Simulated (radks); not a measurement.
# Ionising palladium step by step, Pd to Pd²²⁺

The task here is to estimate one member of a computed series from the others.

The numbers are computed with radks (a radial shooting solver on a logarithmic mesh, Libxc functionals) version 1 (scalar-relativistic Kohn-Sham, LDA (Slater exchange, VWN5 correlation), spin-polarised, spherical densities, finite nucleus; open shells are filled with parallel spins first), except any that are marked as measured or tabulated.

## The atom as given

```
element             : palladium (Z = 46)
charges             : 0 to 22
first configuration : [Kr] 4d10
last configuration  : [Ar] 3d6
```

The outer shells:

Pd
```
[Kr] core
4d [↑↓][↑↓][↑↓][↑↓][↑↓]
```

Pd²²⁺
```
[Ar] core
3d [↑↓][↑ ][↑ ][↑ ][↑ ]
```

Set-up of the first run:

Settings of this run:

```text
Z 46
configuration [Kr] 4d10
relativity scalar-relativistic
functional lda,vwn5
spin polarised
nucleus finite rms 4.5318 fm
c 137.035999084
```

Steps of the session up to this table: Pd, [Kr] 4d10.

One of the session's tables, all rows but one given; the rest of the session is left out.

It belongs to the step «Pd, [Kr] 4d10». Sizes of the orbitals, from the radial functions (bohr):

```
level     <r>  outermost maximum (interpolated)  90 % within  nodes
   2s  0.1385                             0.117        0.214      1
   2p  0.1207                            0.0934        0.196      0
   3s  0.3800                             0.342        0.560      2
   3p  0.3792                             0.335        0.571      1
   3d  0.3579                             0.282        0.568      0
   4s  0.9458                             0.850         1.38      3
   4p       ?                                 ?            ?      ?
   4d   1.591                              1.10         2.67      1
```

**Question.** Estimate the row for 4p.

As computed: <r>: 1.043; outermost maximum (interpolated): 0.909; 90 % within: 1.55; nodes: 2. In the column «<r>» it lies between 4s (0.9458) and 4d (1.591).

To keep in mind: Open shells are spherical and high-spin; term and fine-structure splittings are not resolved.
